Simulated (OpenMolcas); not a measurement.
# W³⁺ among point charges: CASSCF levels and susceptibility

Aim: the splitting of the states of W³⁺ in the field of 6 point charges, its lowest levels with spin-orbit coupling and its magnetic susceptibility.

The numbers are computed with OpenMolcas 26.06 (state-averaged CASSCF, spin-orbit coupling by RASSI with atomic mean-field integrals), except any that are marked as measured or tabulated.

1 further run of the same task is left out (it didn't finish).

**1. The atom as given**

* Species: W³⁺ (tungsten, Z = 74, 71 electrons)
* Basis: ANO-RCC-VTZP [8s7p5d3f2g1h], 104 functions
* Scalar Hamiltonian: DKH2, point nucleus
* Inactive shells: 1s 2s 2p 3s 3p 3d 4s 4p 4d 4f 5s 5p
* Active space: 3 electrons in 5 orbitals (5d)
* Some configurations of this space: 5d³
* Orbitals: optimised for each spin and parity, averaged over all roots

The outer shells:

5d3
```
5d [↑ ][↑ ][↑ ][  ][  ]
```

The ion sits among 6 point charges of -1.5 e arranged as a tetragonal octahedron (D4h), 1.97 Å from the ion, with the axial distance 1.871 Å. The active orbitals were held to one l.

Each step is its own input file, run in one work folder so that later steps find the files of earlier ones. Labels, J, g values, rates, χT and fits are worked out afterwards by a script from the matrices that RASSI stores. The input lists half of the charges; inversion (Group=XYZ) makes the rest.

**2. GATEWAY and SEWARD: basis and integrals**

File a.inp:

```
&GATEWAY
Coord
1

W 0.0 0.0 0.0
Basis=ANO-RCC-VTZP
Group=XYZ
NoMove
AngMom=0.0 0.0 0.0
AMFI
XField
3 Angstrom 0
1.970000 0.000000 0.000000 -1.500000
0.000000 1.970000 0.000000 -1.500000
0.000000 0.000000 1.871500 -1.500000
&SEWARD
```

Launch:

```bash
> OMP_NUM_THREADS=1 MOLCAS_MEM=1689 MOLCAS_PROJECT=a pymolcas a.inp > a.log
```

Output:

```text
Basis set label: W.ANO-RCC...8S7P5D3F2G1H.

      Electronic valence basis set:
      ------------------
      Associated Effective Charge  74.000000 au
      Associated Actual Charge     74.000000 au
      Nuclear Model: Point charge

      Shell  nPrim  nBasis  Cartesian Spherical Contaminant
         s      24       8        X
         p      21       7        X
         d      15       5                 X
         f      11       3                 X
         g       4       2                 X
         h       2       1                 X
                  Relativistic Douglas-Kroll-Hess integrals:
                    - DKH order of Hamiltonian: 2
                    - DKH order of Properties : 0
                  Atomic mean-field integrals
```

**3. Reference wave functions, quartets of even parity, 10 roots**

File a.inp:

```
&RASSCF
FileOrb=start.orb
Symmetry=1
Spin=4
nActEl=3 0 0
Inactive=15 19
Ras2=5 0
CIRoot=10 10 1
SDav=10
CIMx=300
Iter=120 100
PrWF=0.3
OrbListing=Nothing
MaxOrb=0
SupSym
1
25 4 5 6 7 8 10 11 12 13 14 16 17 18 19 20 24 25 26 27 28 29 30 31 32
33
0
>>> COPY $Project.JobIph JOB001
```

Launch:

```bash
> OMP_NUM_THREADS=1 MOLCAS_MEM=1689 MOLCAS_PROJECT=a pymolcas a.inp > a.log
```

start.orb holds the contracted functions of the basis, ordered by shell, or the orbitals of the step before.

Output, shortened:

```text
[...]
      Number of active orbitals                  5
[...]
      Spin quantum number                      1.5
[...]
      Active orbitals                            5   0
[...]
      Number of CSFs                            10
      Number of root(s) required                10
[...]
      Convergence after 10 iterations
[...]
      Natural orbitals and occupation numbers for root  1
      sym 1:   1.000000   1.000000  -0.000000   1.000000  -0.000000
      Natural orbitals and occupation numbers for root  2
      sym 1:   1.000000   1.000000   0.000000   0.000000   1.000000
      Natural orbitals and occupation numbers for root  3
      sym 1:   1.000000   0.597289   0.402711   0.402711   0.597289
::    RASSCF root number  1 Total energy: -16133.17485381
::    RASSCF root number  2 Total energy: -16133.10664655
::    RASSCF root number  3 Total energy: -16133.10226517
[...]
::    RASSCF root number  7 Total energy: -16133.05665158
::    RASSCF root number  8 Total energy: -16133.01137625
::    RASSCF root number  9 Total energy: -16133.00768032
::    RASSCF root number 10 Total energy: -16133.00768032
```

**4. CASSCF: doublets of even parity, 40 roots**

File a.inp:

```
&RASSCF
FileOrb=start.orb
Symmetry=1
Spin=2
nActEl=3 0 0
Inactive=15 19
Ras2=5 0
CIRoot=40 40 1
SDav=40
CIMx=300
Iter=120 100
PrWF=0.3
OrbListing=Nothing
MaxOrb=0
SupSym
1
25 4 5 6 7 8 10 11 12 13 14 16 17 18 19 20 24 25 26 27 28 29 30 31 32
33
0
>>> COPY $Project.JobIph JOB002
```

Output, shortened:

```text
[...]
      Number of active orbitals                  5
[...]
      Spin quantum number                      0.5
[...]
      Active orbitals                            5   0
[...]
      Number of CSFs                            40
      Number of root(s) required                40
[...]
      Convergence after 10 iterations
[...]
      Natural orbitals and occupation numbers for root  1
      sym 1:   0.973500   0.973500   0.004188   1.014591   0.034222
      Natural orbitals and occupation numbers for root  2
      sym 1:   0.997496   0.997496   0.022805   0.975709   0.006493
      Natural orbitals and occupation numbers for root  3
      sym 1:   0.985930   0.537767   0.019651   1.453710   0.002941
::    RASSCF root number  1 Total energy: -16133.11451536
::    RASSCF root number  2 Total energy: -16133.11381865
::    RASSCF root number  3 Total energy: -16133.11309252
[...]
::    RASSCF root number 27 Total energy: -16132.96200457
::    RASSCF root number 28 Total energy: -16132.95719084
::    RASSCF root number 29 Total energy: -16132.95460981
::    RASSCF root number 30 Total energy: -16132.95460981
```

**5. State interaction with spin-orbit coupling**

File a.inp:

```
&RASSI
NrOfJobIphs=2 10 40
1 2 3 4 5 6 7 8 9 10
1 2 3 4 5 6 7 8 9 10 11 12 13 14 15 16 17 18 19 20 21 22 23 24 25 26 27
28 29 30 31 32 33 34 35 36 37 38 39 40
IphNames
JOB001
JOB002
EJob
SpinOrbit
DIPRint=1.0
SOCoupling=1000.0
Subsets=2
Property=9
'ANGMOM' 1 'ANGMOM' 2 'ANGMOM' 3 'MLTPL  1' 1 'MLTPL  1' 2 'MLTPL  1' 3
'AMFI' 1 'AMFI' 2 'AMFI' 3
SOProperty=3
'ANGMOM' 1 'ANGMOM' 2 'ANGMOM' 3
```

Output:

```text
SPIN-FREE ENERGIES:
  (Shifted by EMIN (a.u.) =     -16133.1748538109)

 SF State       Relative EMIN(au)   Rel lowest level(eV)    D:o, cm**(-1)      L_eff

     1             0.0000000000        0.0000000000              0.0000         2.9
    11             0.0603384505        1.6418928820          13242.7592         3.9
    12             0.0610351615        1.6608513551          13395.6696         3.8
    13             0.0617612895        1.6806103028          13555.0362         3.8
    14             0.0617612895        1.6806103028          13555.0362         3.8
    15             0.0635842223        1.7302148310          13955.1237         3.9
     2             0.0682072565        1.8560140014          14969.7625         2.9
     3             0.0725886455        1.9752376701          15931.3662         2.9
     4             0.0725886455        1.9752376701          15931.3662         2.9
    16             0.0905923351        2.4651430214          19882.7194         3.4
    17             0.0909514639        2.4749154129          19961.5390         3.6
    18             0.0909514639        2.4749154129          19961.5390         3.6
     5             0.1018559337        2.7716411537          22354.7935         2.2
     6             0.1018559337        2.7716411537          22354.7935         2.2
     7             0.1182022293        3.2164465165          25942.3907         2.5
    19             0.1219330502        3.3179673239          26761.2112         3.9
    20             0.1292880966        3.5181083333          28375.4573         4.3
    21             0.1292880966        3.5181083333          28375.4573         4.3
    22             0.1321070252        3.5948152894          28994.1407         3.7
    23             0.1328731659        3.6156630387          29162.2891         4.2
    24             0.1392061476        3.7879922488          30552.2179         3.7
    25             0.1403778325        3.8198754215          30809.3730         3.6
    26             0.1422457061        3.8707028509          31219.3239         3.8
    27             0.1422457061        3.8707028509          31219.3239         3.8
    28             0.1557016727        4.2368583558          34172.5672         3.5
    29             0.1557016727        4.2368583558          34172.5672         3.5
     8             0.1634775652        4.4484511700          35879.1784         1.8
    10             0.1671734883        4.5490223604          36690.3397         2.2
     9             0.1671734883        4.5490223604          36690.3397         2.2
    30             0.1741057112        4.7376577553          38211.7868         3.8
    31             0.1780459581        4.8448773366          39076.5710         2.6
    32             0.1780459581        4.8448773366          39076.5710         2.6
    33             0.1869564893        5.0873452413          41032.2066         3.1
    34             0.1947248285        5.2987325189          42737.1599         2.7
    35             0.2069845384        5.6323362214          45427.8553         4.6
    36             0.2128492385        5.7919228403          46715.0082         4.3
    37             0.2128492385        5.7919228403          46715.0082         4.3
    38             0.2176629751        5.9229112865          47771.5012         2.6
    39             0.2202440054        5.9931446980          48337.9719         3.8
    40             0.2202440054        5.9931446980          48337.9719         3.8
Eigenvalues of complex Hamiltonian:
   -----------------------------------
  (Shifted by EMIN (a.u.) =     -16133.1748538109)

 SO State       Relative EMIN(au)   Rel lowest level(eV)    D:o, cm**(-1)     J-value

     1            -0.0075217801        0.0000000000              0.0000         2.3
     2            -0.0075217801        0.0000000000              0.0000         2.3
     3            -0.0071739836        0.0094640248             76.3325         2.4
     4            -0.0071739836        0.0094640248             76.3325         2.4
     5             0.0419543653        1.3463145014          10858.7588         2.5
     6             0.0419543653        1.3463145014          10858.7588         2.5
     7             0.0444265760        1.4135867813          11401.3463         3.0
     8             0.0444265760        1.4135867813          11401.3463         3.0
     9             0.0507612800        1.5859628594          12791.6531         2.8
    10             0.0507612800        1.5859628594          12791.6531         2.8
    11             0.0523368874        1.6288373214          13137.4590         3.1
    12             0.0523368874        1.6288373214          13137.4590         3.1
    13             0.0564493851        1.7407440858          14040.0479         2.5
    14             0.0564493851        1.7407440858          14040.0479         2.5
    15             0.0616588182        1.8824999806          15183.3863         2.4
    16             0.0616588182        1.8824999806          15183.3863         2.4
    17             0.0638453429        1.9419983479          15663.2730         2.5
    18             0.0638453429        1.9419983479          15663.2730         2.5
    19             0.0704304726        2.1211888560          17108.5419         3.0
    20             0.0704304726        2.1211888560          17108.5419         3.0
    21             0.0716389511        2.1540732308          17373.7723         2.5
    22             0.0716389511        2.1540732308          17373.7723         2.5
    23             0.0767081604        2.2920134448          18486.3351         2.8
    24             0.0767081604        2.2920134448          18486.3351         2.8
    25             0.0780949996        2.3297512603          18790.7112         2.7
    26             0.0780949996        2.3297512603          18790.7112         2.7
    27             0.0843543259        2.5000762074          20164.4745         2.8
    28             0.0843543259        2.5000762074          20164.4745         2.8
    29             0.0886180552        2.6160981918          21100.2549         2.5
    30             0.0886180552        2.6160981918          21100.2549         2.5
    31             0.0939392499        2.7608952749          22268.1221         3.2
    32             0.0939392499        2.7608952749          22268.1221         3.2
    33             0.1015133982        2.9669983518          23930.4556         2.3
    34             0.1015133982        2.9669983518          23930.4556         2.3
    35             0.1038173572        3.0296922682          24436.1161         2.6
    36             0.1038173572        3.0296922682          24436.1161         2.6
    37             0.1064237950        3.1006170546          25008.1631         2.6
    38             0.1064237950        3.1006170546          25008.1631         2.6
    39             0.1069238486        3.1142242071          25117.9122         2.2
    40             0.1069238486        3.1142242071          25117.9122         2.2
    41             0.1182041265        3.4211762066          27593.6470         2.9
Weights of the five most important spin-orbit-free states for each spin-orbit state.

 SO State  Total energy (au)           Spin-free states, spin, and weights
 -------------------------------------------------------------------------------------------------------
    1        -0.007522       1 1.5  0.9012    2 1.5  0.0327   18 0.5  0.0127   17 0.5  0.0127    3 1.5  0.0125
    2        -0.007522       1 1.5  0.9012    2 1.5  0.0327   18 0.5  0.0127   17 0.5  0.0127    3 1.5  0.0125
    3        -0.007174       1 1.5  0.9136    4 1.5  0.0197    3 1.5  0.0197   16 0.5  0.0185    2 1.5  0.0052
    4        -0.007174       1 1.5  0.9136    4 1.5  0.0197    3 1.5  0.0197   16 0.5  0.0185    2 1.5  0.0052
    5         0.041954      12 0.5  0.2832   13 0.5  0.1185   14 0.5  0.1185    3 1.5  0.1125    4 1.5  0.1125
    6         0.041954      12 0.5  0.2832   13 0.5  0.1185   14 0.5  0.1185    4 1.5  0.1125    3 1.5  0.1125
    7         0.044427      11 0.5  0.5390    2 1.5  0.2408   16 0.5  0.0406    4 1.5  0.0202    3 1.5  0.0202
    8         0.044427      11 0.5  0.5390    2 1.5  0.2408   16 0.5  0.0406    4 1.5  0.0202    3 1.5  0.0202
    9         0.050761      12 0.5  0.3366   15 0.5  0.2025   13 0.5  0.1401   14 0.5  0.1401    3 1.5  0.0535
   10         0.050761      12 0.5  0.3366   15 0.5  0.2025   13 0.5  0.1401   14 0.5  0.1401    3 1.5  0.0535
   11         0.052337      14 0.5  0.3595   13 0.5  0.3595   11 0.5  0.0746   16 0.5  0.0461    3 1.5  0.0323
   12         0.052337      14 0.5  0.3595   13 0.5  0.3595   11 0.5  0.0746   16 0.5  0.0461    3 1.5  0.0323
```

These steps: 15 s of run time, 1 thread of Arm Neoverse V1, shared host.

States without spin-orbit coupling:

| state | degeneracy | E (cm-1) | free-ion L (%) |
| --- | --- | --- | --- |
| 4B1 | 1 | 0 | F (100) |
| 2B1 | 1 | 13243 | G (61) |
| 2A1 | 1 | 13396 | G (60) |
| 2E | 2 | 13555 | H (37) |
| 2A2 | 1 | 13955 | G (39) |
| 4B2 | 1 | 14970 | F (100) |
| 4E | 2 | 15931 | F (94) |
| 2B2 | 1 | 19883 | D (48) |
| 2E | 2 | 19962 | D (44) |
| 4E | 2 | 22355 | F (54) |
| 4A2 | 1 | 25942 | F (68) |
| 2A1 | 1 | 26761 | G (98) |
| 2E | 2 | 28375 | H (54) |
| 2A2 | 1 | 28994 | H (40) |
| 2B2 | 1 | 29162 | G (56) |
| 2A1 | 1 | 30552 | H (50) |
| 2B1 | 1 | 30809 | D (48) |
| 2E | 2 | 31219 | G (39) |
| 2E | 2 | 34173 | H (36) |
| 4A2 | 1 | 35879 | P (68) |
| 4E | 2 | 36690 | F (51) |
| 2A2 | 1 | 38212 | H (54) |
| 2E | 2 | 39077 | F (57) |
| 2B1 | 1 | 41032 | F (81) |

With spin-orbit coupling:

```
E (cm-1)  Degeneracy  Label  2S+1               g
     0.0           2   E1/2     4  0.11 0.11 4.35
    76.3           2   E3/2     4  1.31 3.02 3.02
   10859           2   E1/2     2  1.13 1.13 2.56
   11401           2   E3/2     2  1.90 2.66 2.66
   12792           2   E1/2     2  1.50 1.50 1.52
   13137           2   E3/2     2  1.86 1.86 3.11
   14040           2   E1/2     2  0.47 0.62 0.62
   15183           2   E3/2     4  1.28 1.28 1.42
   15663           2   E1/2     4  0.81 0.81 4.23
   17109           2   E3/2     4  0.24 2.55 2.55
   17374           2   E1/2     4  0.42 0.42 3.02
   18486           2   E1/2     4  0.63 0.63 1.57
   18791           2   E3/2     4  1.47 2.68 2.68
   20164           2   E3/2     2  1.53 1.53 2.22
   21100           2   E3/2     2  0.66 0.66 1.48
   22268           2   E1/2     2  0.12 0.12 0.63
   23930           2   E1/2     4  1.18 2.71 2.71
   24436           2   E3/2     4  0.46 3.38 3.38
   25008           2   E3/2     4  0.87 3.05 3.05
   25118           2   E1/2     4  1.34 2.25 2.25
   27594           2   E1/2     2  2.20 2.20 3.12
   28084           2   E3/2     4  0.34 0.34 5.00
   28105           2   E1/2     2  1.30 1.30 2.29
   29445           2   E3/2     2  0.20 0.20 1.41
```

The table of states holds 24 of 37 computed; the rest, higher up, is left out. Principal g values are given for doublets only; a zero marks a field direction without first-order Zeeman splitting.

Powder χT (cm³ K/mol): 0.61 at 2 K, 0.63 at 5 K, 0.67 at 10 K, 0.74 at 20 K, 0.89 at 50 K, 0.97 at 100 K, 1.00 at 150 K, 1.01 at 200 K, 1.02 at 250 K, 1.03 at 300 K.

**6. What came out**

| quantity | value |
| --- | --- |
| method | CASSCF |
| spin-free ground state | 4B1, 1-fold in its orbital part |
| first state of the same spin within the active space | 4B2 at 15000 cm⁻¹ |
| lowest level | 2-fold E1/2, g = 0.11, 0.11, 4.35 |
| next level | 76.3 cm⁻¹ |
| χT at 300 K | 1.03 cm³ K/mol |
| effective moment at 300 K | 2.87 μB |

The spin-free ground state (4B1) comes to 100 % from free-ion F terms and keeps the highest spin of the shell. χT at 300 K is 1.03, against 1.88 cm³ K/mol for the spin alone, so spin-orbit coupling lowers it. The field of point charges can differ much from that of real complexes. This is an electrostatic model: the charges have no orbitals.
